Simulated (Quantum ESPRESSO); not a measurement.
Set up this calculation in Quantum ESPRESSO 7.5, as the native input.

* Task: single point
* Functional: PBE
* Potentials or basis: PseudoDojo 0.4.1 SR PBE standard
* Cutoff: 1061 eV
* Density cutoff: 4245 eV
* k mesh: 10 × 10 × 10
* Occupations: gaussian, width 0.01 eV
* Spin: no spin polarisation
* Mixing beta: 0.5
* Most SCF iterations: 120
* SCF threshold: 4e-10 Ry

Ge:

```
Ge
1.0
     0.00000    2.91637    2.90136
     2.91637    0.00000    2.90136
     2.91637    2.91637    0.00000
Ge
2
Cartesian
  0.0000 0.0000 0.0000
  1.4582 1.4582 1.4507
```

These files were run (other wordings do the same):

pw.in

```
&CONTROL
  calculation = 'scf'
  prefix = 'pwscf'
  outdir = './tmp'
  pseudo_dir = './pseudo'
  tprnfor = .true.
  tstress = .true.
  disk_io = 'nowf'
/
&SYSTEM
  ibrav = 0
  nat = 2
  ntyp = 1
  ecutwfc = 78
  nbnd = 21
  occupations = 'smearing'
  smearing = 'gaussian'
  degauss = 0.00073499
/
&ELECTRONS
  conv_thr = 4d-10
  electron_maxstep = 120
  mixing_beta = 0.5
/
ATOMIC_SPECIES
Ge    72.6300 Ge.upf
CELL_PARAMETERS angstrom
   0.0000000000    2.9163750000    2.9013600000
   2.9163750000    0.0000000000    2.9013600000
   2.9163750000    2.9163750000    0.0000000000
ATOMIC_POSITIONS crystal
Ge     0.0000000000    0.0000000000    0.0000000000
Ge     0.2500000000    0.2500000000    0.2500000000
K_POINTS automatic
10 10 10 0 0 0
```

Potentials or basis: PseudoDojo 0.4.1 SR PBE standard.

Launch:

```console
$ OMP_NUM_THREADS=1 pw.x -in pw.in > pw.out
```

It gave:

| Property | Result |
| --- | --- |
| Pressure | -1.7 GPa |
| Band gap on the k mesh | none (metal or under the smearing width) |

It took 4 min on 1 thread of AMD EPYC 7571, on a shared host, peak memory 0.18 GiB.
